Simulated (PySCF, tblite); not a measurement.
**C3H3BFO4−: geometry, infrared bands and NMR shifts**

Wanted: the infrared bands and NMR shifts of C3H3BFO4− (`C[B-]1(F)OC(=O)C(=O)O1`), by calculation.

Computed with tblite 0.8.0 and PySCF 2.14.0, with density-fitted response routines of our own, on a single molecule in the gas phase. Atoms are numbered from 0 throughout.

**1. The starting structure**

12 atoms, charge -1, multiplicity 1; geometry from: force field or distance geometry start.

Bonds of the start (Å): C0–B1 1.58, B1–F2 1.46, B1–O3 1.51, O3–C4 1.38, C4–O5 1.25, C4–C6 1.45, C6–O7 1.26, C6–O8 1.38, O8–B1 1.51, C0–H9 1.11, C0–H10 1.11, C0–H11 1.12.

**2. Geometry optimisation with GFN2-xTB**

Job settings and geometry (Å):

```
{"job": {"kind": "relax", "xc": "GFN2-xTB", "basis": "xTB"}, "charge": -1, "multiplicity": 1}
C     -1.725400    -0.055300    -0.469500
B     -0.368100    -0.653100     0.084000
F     -0.523400    -2.058100     0.467500
O      0.118900     0.146700     1.271100
C      1.358300     0.659800     0.963900
O      2.041900     1.379000     1.725700
C      1.731100     0.266300    -0.379900
O      2.803500     0.578700    -0.963000
O      0.739900    -0.524700    -0.929700
H     -1.593200     1.011200    -0.742200
H     -2.057700    -0.625300    -1.366300
H     -2.524800    -0.125900     0.312300
```

Started as:

```console
$ OMP_NUM_THREADS=1 python probes_run.py task.json out
```

One launch serves the whole session: the jobs run in the order shown.

**Question.** This job is followed by: GFN2-xTB harmonic vibrations, gas phase; GIAO PBE0/pcSseg-1 NMR shielding, non-relativistic, gas phase. What will the session give for the following? strongest single infrared mode (GFN2-xTB); zero-point energy (GFN2-xTB); 13C shifts against TMS (PBE0/pcSseg-1, means over atoms taken as alike); 1H shifts against TMS (PBE0/pcSseg-1, means over atoms taken as alike); 11B shifts against BF3·OEt2 (PBE0/pcSseg-1); 19F shifts against CFCl3 (PBE0/pcSseg-1); 17O shifts against H2O (PBE0/pcSseg-1, means over atoms taken as alike).

**Answer**, as computed:

| quantity | value |
| --- | --- |
| strongest single infrared mode (GFN2-xTB) | 1792 cm⁻¹, 931 km/mol |
| zero-point energy (GFN2-xTB) | 43.4 kcal/mol |
| 13C shifts against TMS (PBE0/pcSseg-1, means over atoms taken as alike) | 168.3, 3.8 ppm |
| 1H shifts against TMS (PBE0/pcSseg-1, means over atoms taken as alike) | -0.56 ppm |
| 11B shifts against BF3·OEt2 (PBE0/pcSseg-1) | 4.5 ppm |
| 19F shifts against CFCl3 (PBE0/pcSseg-1) | -169.3 ppm |
| 17O shifts against H2O (PBE0/pcSseg-1, means over atoms taken as alike) | 394.8, 271.2 ppm |

**Reading.** Over 35 steps the energy fell by 0.582 eV; of the close pairs, C4–C6 changed most, 1.449 to 1.546 Å. All 30 modes are real, so the xTB geometry is a minimum. The strongest single mode, at 1792 cm⁻¹, is carried by C6, C4, O7, O5. GFN2-xTB is a fitted tight-binding method: band positions and strengths are rough. Its intensities can rank the bands wrongly. At PBE0/pcSseg-1: The largest span, 629 ppm, is at O5, O7, where the paramagnetic term is -457 ppm.
